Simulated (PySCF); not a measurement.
# C₇H₁₁N₂+: vibronic structure

What do calculations give for the vibronic structure of C₇H₁₁N₂+ (`CC/C=C\[n+]1cc[nH]c1`)?

Programs: PySCF 2.14.0, with routines of our own; each step states its level. All values are computed. Atoms count from 0.

## 1. The system as given

20 atoms, charge 1, multiplicity 1; geometry from: GFN2-xTB.

## 2. Vibronic structure: TDDFT B3LYP/def2-SV(P)

Job settings and geometry (Å):

```
{"job": {"kind": "vib", "xc": "B3LYP", "basis": "def2-SV(P)", "tda": false}, "charge": 1, "multiplicity": 1}
C     -3.046348     0.389543    -0.872509
C     -1.654591     0.741891    -0.347245
C     -1.277401    -0.150142     0.781400
C     -0.090894    -0.672803     1.079416
N      1.114239    -0.424522     0.391478
C      1.513368     0.747903    -0.189037
C      2.755434     0.544533    -0.709604
N      3.091602    -0.744395    -0.435894
C      2.091522    -1.314922     0.234673
H     -3.792540     0.494894    -0.089762
H     -3.069357    -0.633772    -1.238246
H     -3.314115     1.051535    -1.690714
H     -0.929508     0.682370    -1.161957
H     -1.675468     1.774305     0.016391
H     -2.098957    -0.438594     1.423008
H      0.024217    -1.372138     1.894089
H      0.920168     1.637527    -0.160525
H      3.400694     1.217575    -1.236180
H      3.961946    -1.192233    -0.689448
H      2.070841    -2.327877     0.587934
```

With the program's defaults for keys left out, this is: TDDFT B3LYP/def2-SV(P) vertical-gradient vibronic structure (displaced harmonic oscillators, Condon), gas phase.

The run is started by

```sh
$ OMP_NUM_THREADS=1 python excited_run.py task.json out
```

This one command runs all jobs of the session in turn.

The program printed:

```text
final grid: 73696 points
cycle   1  E = -382.2544884598  dE =  1.812e+00  |g| = 4.528e-01  |ddm| = 4.699e+00
cycle   2  E = -382.1744142924  dE =  8.007e-02  |g| = 7.183e-01  |ddm| = 1.402e+00
cycle   3  E = -382.3136910609  dE = -1.393e-01  |g| = 1.050e-01  |ddm| = 8.489e-01
cycle   4  E = -382.3160316872  dE = -2.341e-03  |g| = 4.691e-02  |ddm| = 1.411e-01
cycle   5  E = -382.3165587907  dE = -5.271e-04  |g| = 1.228e-02  |ddm| = 4.792e-02
cycle   6  E = -382.3165848027  dE = -2.601e-05  |g| = 5.815e-03  |ddm| = 1.429e-02
cycle   7  E = -382.3165928131  dE = -8.010e-06  |g| = 9.504e-04  |ddm| = 5.805e-03
cycle   8  E = -382.3165930198  dE = -2.067e-07  |g| = 2.636e-04  |ddm| = 1.122e-03
cycle   9  E = -382.3165930336  dE = -1.379e-08  |g| = 9.346e-05  |ddm| = 2.650e-04
cycle  10  E = -382.3165930356  dE = -1.998e-09  |g| = 2.108e-05  |ddm| = 9.847e-05
cycle  11  E = -382.3165930357  dE = -7.560e-11  |g| = 1.126e-05  |ddm| = 3.347e-05
converged SCF energy = -382.3165930357

Singlet excitations (eV, f): 5.169 (0.2105)  5.932 (0.0644)  6.357 (0.0864)  6.709 (0.0023)  6.772 (0.0031)  7.237 (0.0551)

State S1  5.1689 eV  f = 0.21049  H->L 0.92
  relaxed dipole 1.364 D, largest gradient of the excitation energy 0.0952 Eh/bohr
  mode    cm-1        S   lambda/meV  Raman
   43   1672.5    0.8920     185.0   1.000
   42   1527.7    0.3496      66.2   0.327
   33   1302.5    0.3131      50.6   0.213
   36   1404.2    0.2650      46.1   0.209
   35   1378.9    0.2656      45.4   0.202
    8    465.1    0.4275      24.7   0.037
   23   1053.9    0.1843      24.1   0.082
   22    992.6    0.0953      11.7   0.038
   20    906.3    0.0955      10.7   0.031
   14    766.0    0.1015       9.6   0.024
   30   1225.6    0.0574       8.7   0.035
   26   1090.5    0.0642       8.7   0.031
  reorganisation energy 0.5788 eV, total S 4.176, 0-0 4.5902 eV
  absorption maximum 5.148 eV, width 0.750 eV

State S2  5.9317 eV  f = 0.06441  H-1->L 0.66, H->L+1 0.27
  relaxed dipole 4.912 D, largest gradient of the excitation energy 0.0750 Eh/bohr
  mode    cm-1        S   lambda/meV  Raman
   36   1404.2    0.4567      79.5   1.000
   33   1302.5    0.4719      76.2   0.889
   43   1672.5    0.2490      51.6   0.773
   35   1378.9    0.2773      47.4   0.586
   39   1491.4    0.0882      16.3   0.218
    4    184.0    0.6840      15.6   0.026
   42   1527.7    0.0784      14.9   0.203
    2    100.5    0.9087      11.3   0.010
    8    465.1    0.1870      10.8   0.045
   19    869.4    0.0913       9.8   0.077
   40   1492.3    0.0467       8.6   0.116
    3    121.8    0.5507       8.3   0.009
  reorganisation energy 0.3984 eV, total S 4.540, 0-0 5.5333 eV
  absorption maximum 5.915 eV, width 0.588 eV

State S3  6.3574 eV  f = 0.08640  H->L+1 0.66, H-1->L 0.26
  relaxed dipole 2.467 D, largest gradient of the excitation energy 0.0806 Eh/bohr
  mode    cm-1        S   lambda/meV  Raman
   43   1672.5    0.5721     118.6   1.000
   33   1302.5    0.3974      64.2   0.421
   42   1527.7    0.2366      44.8   0.345
   39   1491.4    0.1266      23.4   0.176
    8    465.1    0.3354      19.3   0.045
    2    100.5    1.4666      18.3   0.009
   28   1121.5    0.1230      17.1   0.097
   16    814.7    0.1552      15.7   0.064
   35   1378.9    0.0812      13.9   0.096
   34   1339.9    0.0829      13.8   0.093
   24   1068.4    0.0747       9.9   0.053
   36   1404.2    0.0539       9.4   0.066
  reorganisation energy 0.4410 eV, total S 4.884, 0-0 5.9164 eV
  absorption maximum 6.312 eV, width 0.568 eV

State T1  3.8062 eV  f = 0.00000  H->L 0.85
  relaxed dipole 3.444 D, largest gradient of the excitation energy 0.1437 Eh/bohr
  mode    cm-1        S   lambda/meV  Raman
   43   1672.5    1.7739     367.9   1.000
   36   1404.2    0.3103      54.0   0.123
   33   1302.5    0.3044      49.2   0.104
   42   1527.7    0.1851      35.1   0.087
    8    465.1    0.5645      32.6   0.025
   13    724.6    0.3197      28.7   0.034
    2    100.5    2.1889      27.3   0.004
   20    906.3    0.1900      21.4   0.031
    3    121.8    1.3849      20.9   0.004
   35   1378.9    0.1185      20.3   0.045
   34   1339.9    0.1077      17.9   0.039
    4    184.0    0.7270      16.6   0.005
  reorganisation energy 0.8017 eV, total S 9.203, 0-0 3.0045 eV
  absorption maximum 3.735 eV, width 0.864 eV
```

Wall time 60 s (1 thread of Arm Neoverse V2, shared host); peak memory 0.89 GiB.

Orbitals, density, ELF and potential are computed afterwards from the orbital file.

Frontier orbitals at B3LYP/def2-SV(P), with the share of their density that lies nearest to each atom:

| orbital | energy (eV) | lies on |
| --- | --- | --- |
| HOMO | -11.31 | C3 32 %; C2 25 %; C8 7 % |
| LUMO | -5.65 | C8 31 %; N4, N7 about 14 % each; C2 11 % |

ELF in a plane through or near 7 of the atoms.

Ten even steps from ' ' (0.00) to '@' (1.00):
```
                                                        
                                                        
                                                        
              ..                                        
            ==##==                                      
          ..##%%##--::::      ::::    ..%%@@**          
            --####**++==::  ::@@%%::  ++@@@@@@==        
              ==++**##**==  ##@@@@##::**@@@@%%::        
        --==--##%%==--==--  ++@@@@##**++**%%==          
      ::@@@@@@==++..  ::==..  --++++##::++****::        
      ::@@@@@@--%%++++****..    ----==++++%%%%**        
        --==--++++==**##==::==++==..  ::--++**==        
              --**==++::..==####++::      ..::          
              %%@@@@##  ..==**++--..                    
              @@@@@@##    ::--::..                      
              ==%%%%..    ..                            
                                                        
                                                        
                                                        
                                                        
```
The map spans 13.4 Å across and 9.8 Å up, centred on the molecule. Atoms in the plane (x, y in Å): C0 (3.1, 0.3), N7 (-3.2, 0.1), C8 (-2.3, -0.9), H11 (3.5, 1.3), H12 (1.1, 1.0), H18 (-4.1, 0.0), H19 (-2.4, -1.9).

On the surface of density 0.002 e/bohr³ the electrostatic potential runs, from the 1st to the 99th percentile, from 2.63 to 6.44 V.

## 3. Vibronic structure: TDA mPW1PW91/6-31G*

The job, as its differences from that of step 2:

```diff
@@ -1,2 +1,2 @@
-{"job": {"kind": "vib", "xc": "B3LYP", "basis": "def2-SV(P)", "tda": false}, "charge": 1, "multiplicity": 1}
+{"job": {"kind": "vib", "xc": "mPW1PW91", "basis": "6-31G*", "tda": true, "nstates": 4, "grid": 2, "nbright": 3, "scf": {"max_cycle": 3}, "maxiter": 30}, "charge": 1, "multiplicity": 1}
 C     -3.046348     0.389543    -0.872509
```

Method: TDA mPW1PW91/6-31G* vertical-gradient vibronic structure (displaced harmonic oscillators, Condon), gas phase.

The program printed:

```text
final grid: 159536 points
cycle   1  E = -382.4672397782  dE =  1.929e+00  |g| = 4.478e-01  |ddm| = 4.268e+00
cycle   2  E = -382.4116950549  dE =  5.554e-02  |g| = 6.548e-01  |ddm| = 1.197e+00
cycle   3  E = -382.5246760674  dE = -1.130e-01  |g| = 9.700e-02  |ddm| = 7.108e-01
SCF not converged, last energy = -382.5246760674
```

Run time: 5.8 s. Hardware: 1 thread of Arm Neoverse V2, shared host; peak memory 0.69 GiB.

Diagnosis: The cap of 3 cycles ended the SCF at a gradient of 9.7e-02. The remedy is to raise the cap. Numbers printed on the way are no properties of the molecule.

## 4. Results

```
                                                                                        quantity                               value
S1: vertical, reorganisation, 0-0, total S (step 2, TDDFT B3LYP/def2-SV(P), modes from GFN2-xTB)            5.17, 0.58, 4.59 eV; 4.2
S2: vertical, reorganisation, 0-0, total S (step 2, TDDFT B3LYP/def2-SV(P), modes from GFN2-xTB)            5.93, 0.40, 5.53 eV; 4.5
S3: vertical, reorganisation, 0-0, total S (step 2, TDDFT B3LYP/def2-SV(P), modes from GFN2-xTB)            6.36, 0.44, 5.92 eV; 4.9
                                                                                            runs  1 failed, 0 ended on unsound input
```

**Reading.** The vibronic model keeps the ground-state modes (from xTB) and shifts them along the gradient alone, so it can miss much of the relaxation that a full optimisation finds. By nearest atom (B3LYP/def2-SV(P)), the HOMO sits on C3 32 %; C2 25 % and the LUMO on C8 31 %; N4, N7 about 14 % each.
